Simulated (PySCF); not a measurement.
# How the numerical set-up moves the result for RbNa

The method stays; parts of the set-up, such as the basis or the Hamiltonian, are changed.

Method: each script names its method and basis; program: PySCF 2.14.0.

1 further run of the same task is left out (it didn't finish).

## 1. Where the work starts

RbNa: 2 atoms, charge 0, spin multiplicity 1.

Bond lengths: Rb1–Na2 3.635 Å.

## 2. The run that the others are compared with

File input.py:

```python
from pyscf import gto, scf, mp

mol = gto.M(
    atom='Rb 0 0 0; Na 0 0 3.635',
    basis='jorge-dzp',
    charge=0,
    spin=0,
    symmetry=True,
    verbose=4,
)
mf = scf.RHF(mol)
mf.kernel()
mp.MP2(mf, frozen=10).kernel()
mf.dip_moment()
print('orbital energies (hartree):', mf.mo_energy[..., max(0, mol.nelec[1]-3):mol.nelec[0]+3].round(4))
```

Command:

```
$ OMP_NUM_THREADS=1 python input.py
```

Its log is not repeated here.

In short: E(SCF) = -3099.906093 Eh, 9 cycles, E(MP2) − E(SCF) = -0.13486 Eh, μ = 4.86 D (of the SCF density).

No relativity is included for the heavy element. The bond length is a typed value, not an optimised one.

## 3. Density fitting weigend

Run 1 changes density fitting: none → weigend.

File input.py:

```python
from pyscf import gto, scf, mp

mol = gto.M(
    atom='Rb 0 0 0; Na 0 0 3.635',
    basis='jorge-dzp',
    charge=0,
    spin=0,
    symmetry=True,
    verbose=4,
)
mf = scf.RHF(mol)
mf = mf.density_fit(auxbasis='weigend')
mf.kernel()
mp.MP2(mf, frozen=10).kernel()
mf.dip_moment()
print('orbital energies (hartree):', mf.mo_energy[..., max(0, mol.nelec[1]-3):mol.nelec[0]+3].round(4))
```

Command:

```
$ OMP_NUM_THREADS=1 python input.py
```

## 4. Lanl2dz (core potential on)

Run 2 changes basis set: jorge-dzp → lanl2dz; core potential: off → on; frozen orbitals: 10 → none. The core potential changes with it: totals don't compare.

Changes to input.py since step 2:

```diff
@@ -4,3 +4,4 @@
     atom='Rb 0 0 0; Na 0 0 3.635',
-    basis='jorge-dzp',
+    basis='lanl2dz',
+    ecp={'Rb': 'lanl2dz', 'Na': 'lanl2dz'},
     charge=0,
@@ -12,3 +13,3 @@
 mf.kernel()
-mp.MP2(mf, frozen=10).kernel()
+mp.MP2(mf).kernel()
 mf.dip_moment()
```

## 5. Def2-svp (core potential on)

Run 3 changes basis set: jorge-dzp → def2-svp; core potential: off → on; frozen orbitals: 10 → 1. The core potential changes with it: totals don't compare.

Changes to input.py since step 2:

```diff
@@ -4,3 +4,4 @@
     atom='Rb 0 0 0; Na 0 0 3.635',
-    basis='jorge-dzp',
+    basis='def2-svp',
+    ecp={'Rb': 'def2-svp'},
     charge=0,
@@ -12,3 +13,3 @@
 mf.kernel()
-mp.MP2(mf, frozen=10).kernel()
+mp.MP2(mf, frozen=1).kernel()
 mf.dip_moment()
```

## 6. Cartesian functions on

Run 4 changes Cartesian functions: off → on.

Changes to input.py since step 2:

```diff
@@ -8,2 +8,3 @@
     symmetry=True,
+    cart=True,
     verbose=4,
```

## 7. Sbkjc (core potential on)

Run 5 changes basis set: jorge-dzp → sbkjc; core potential: off → on; frozen orbitals: 10 → none. The core potential changes with it: totals don't compare.

Changes to input.py since step 2:

```diff
@@ -4,3 +4,4 @@
     atom='Rb 0 0 0; Na 0 0 3.635',
-    basis='jorge-dzp',
+    basis='sbkjc',
+    ecp={'Rb': 'sbkjc', 'Na': 'sbkjc'},
     charge=0,
@@ -12,3 +13,3 @@
 mf.kernel()
-mp.MP2(mf, frozen=10).kernel()
+mp.MP2(mf).kernel()
 mf.dip_moment()
```

## 8. Spin-free X2C on

Run 6 changes spin-free X2C: off → on.

Changes to input.py since step 2:

```diff
@@ -11,2 +11,3 @@
 mf = scf.RHF(mol)
+mf = mf.sfx2c1e()
 mf.kernel()
```

Q: Predict the outcome of this session. Wanted: for each run, E(SCF); from base; gap; SCF dipole; after the SCF.

The runs gave:

| run | E(SCF) (hartree) | from base (eV) | cycles | gap (eV) | SCF dipole (D) | functions | after the SCF |
| --- | --- | --- | --- | --- | --- | --- | --- |
| base | -3099.906093 | 0 | 9 | 3.80 | 4.86 | 60 | MP2 correlation -3.670 eV, core frozen |
| density fitting weigend (poor choice) | -3187.367786 | not comparable | 9 | 3.80 | 5.03 | 60 | MP2 correlation -4.200 eV, core frozen |
| lanl2dz (core potential on) | -23.757110 | not comparable | 7 | 3.83 | 4.04 | 20 | MP2 correlation -0.368 eV |
| def2-svp (core potential on) | -185.591084 | not comparable | 9 | 3.92 | 4.07 | 39 | MP2 correlation -1.926 eV, core frozen |
| Cartesian functions on | -3099.924423 | -0.4988 | 9 | 3.82 | 4.71 | 63 | MP2 correlation -3.808 eV, core frozen |
| sbkjc (core potential on) | -0.312299 | not comparable | 6 | 3.76 | 3.79 | 16 | MP2 correlation -0.354 eV |
| spin-free X2C on | -3136.033566 | -983.0786 | 8 | 3.85 | 4.48 | 60 | MP2 correlation -3.648 eV, core frozen |

**Reading.** The largest comparable shift of the SCF energy, -983.079 eV, comes with the run “spin-free X2C on”. Scalar relativity lowers the total energy by 983.08 eV, nearly all of it in the inner shells; a basis contracted without relativity catches only part of it. Rows marked «poor choice» come from settings spoiled on purpose.
